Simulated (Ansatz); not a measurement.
# CsHgCl3: the cost of one run

Method: DFT r2SCAN, scalar-relativistic, plane waves, PAW, in Ansatz 0.2.0.

### Step 1. The system as given

Symmetry: Pm-3m, No. 221, cubic system. Conventional cell: a = 5.440 Å, b = 5.440 Å, c = 5.440 Å, α = 90.00°, β = 90.00°, γ = 90.00°. Cs (site symmetry m-3m) has 12 Cl at 3.85 Å in its first shell of neighbours. Hg (site symmetry m-3m) has 6 Cl at 2.72 Å in its first shell of neighbours. Cl (site symmetry 4/mmm) has 2 Hg at 2.72 Å and 4 Cs at 3.85 Å in its first shell of neighbours.

Coordinates:

```
Cs Hg Cl
1.0
     5.44000    0.00000    0.00000
     0.00000    5.44000    0.00000
     0.00000    0.00000    5.44000
Cs Hg Cl
1 1 3
Direct
  0.00000 0.00000 0.00000
  0.50000 0.50000 0.50000
  0.00000 0.50000 0.50000
  0.50000 0.00000 0.50000
  0.50000 0.50000 0.00000
```

The structure comes from the Crystallography Open Database.

### Step 2. Probe: one point at the start

The input, input.yaml:

```yaml
crystal:
  lattice:
    - [5.44, 0.0, 0.0]
    - [0.0, 5.44, 0.0]
    - [0.0, 0.0, 5.44]
  atoms:
    - { symbol: Cs, position: [0.0, 0.0, 0.0] }
    - { symbol: Hg, position: [0.5, 0.5, 0.5] }
    - { symbol: Cl, position: [0.0, 0.5, 0.5] }
    - { symbol: Cl, position: [0.5, 0.0, 0.5] }
    - { symbol: Cl, position: [0.5, 0.5, 0.0] }
basis:
  ecutwfc: 500
kpoints:
  mp_grid: { grid: [4, 4, 4] }
hamiltonian:
  xc: r2scan
scf:
  occupations: { method: gaussian, width: 0.1 }
output:
  forces: true
  stress: true
  eigenvalues: true
```

Started as:

```console
ansatz run input.yaml --threads 1 --pin off --max-ram 2560MiB --backend cpu --events-out ev --progress --plain --runs-dir out
```

**Question.** How long does this run take on 1 thread of Arm Neoverse V1, shared host, and how much memory does it need?

About 8.3 s, with a peak of 0.67 GiB.
